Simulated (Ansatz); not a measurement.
# TiO2: the cost of one run

Method: DFT PBE, scalar-relativistic, plane waves, PAW, in Ansatz 0.2.0.

## 1. The structure to begin with

It takes space group P4_2/mnm (No. 136, tetragonal). The conventional cell has a = 4.592 Å, b = 4.592 Å, c = 2.957 Å, α = 90.00°, β = 90.00°, γ = 90.00°. Ti (site symmetry mmm) is surrounded by 6 O at 1.95 to 1.98 Å. O (site symmetry m2m) has 3 Ti at 1.95 to 1.98 Å as nearest neighbours.

As a file:

```cif
data_structure
_symmetry_space_group_name_H-M 'P4_2/mnm'
_symmetry_Int_Tables_number 136
_cell_length_a 4.5922
_cell_length_b 4.5922
_cell_length_c 2.9574
_cell_angle_alpha 90.000
_cell_angle_beta 90.000
_cell_angle_gamma 90.000
_cell_volume 62.37
loop_
_atom_site_label
_atom_site_type_symbol
_atom_site_symmetry_multiplicity
_atom_site_Wyckoff_symbol
_atom_site_fract_x
_atom_site_fract_y
_atom_site_fract_z
_atom_site_occupancy
Ti1 Ti 2 a 0.00000 0.00000 0.00000 1
O1 O 4 f 0.30496 0.30496 0.00000 1
```

The structure comes from the Crystallography Open Database.

## 2. Ground state at the listed geometry

Contents of input.yaml:

```yaml
crystal:
  lattice:
    - [4.5922, 0.0, 0.0]
    - [0.0, 4.5922, 0.0]
    - [0.0, 0.0, 2.9574]
  atoms:
    - { symbol: Ti, position: [0.0, 0.0, 0.0] }
    - { symbol: Ti, position: [0.5, 0.5, 0.5] }
    - { symbol: O, position: [0.30496, 0.30496, 0.0] }
    - { symbol: O, position: [0.19504, 0.80496, 0.5] }
    - { symbol: O, position: [0.69504, 0.69504, 0.0] }
    - { symbol: O, position: [0.80496, 0.19504, 0.5] }
basis:
  ecutwfc: 420
  fft_grid_basis: typed
kpoints:
  mp_grid: { grid: [8, 8, 10] }
hamiltonian:
  xc: pbe
  pseudopotentials: { kind: paw }
scf:
  occupations: { method: gaussian, width: 0.05 }
output:
  forces: true
  stress: true
  eigenvalues: true
  bader: true
  write_density: true
  volumetric_format: npy
  elf: true
```

Started as:

```sh
> ansatz run input.yaml --threads 1 --pin off --max-ram 3072MiB --backend cpu --events-out ev --progress --plain --runs-dir out
```

Q: Estimate wall time and peak memory on 1 thread of Arm Neoverse V2, shared host.

About 54 s, with a peak of 0.4 GiB.
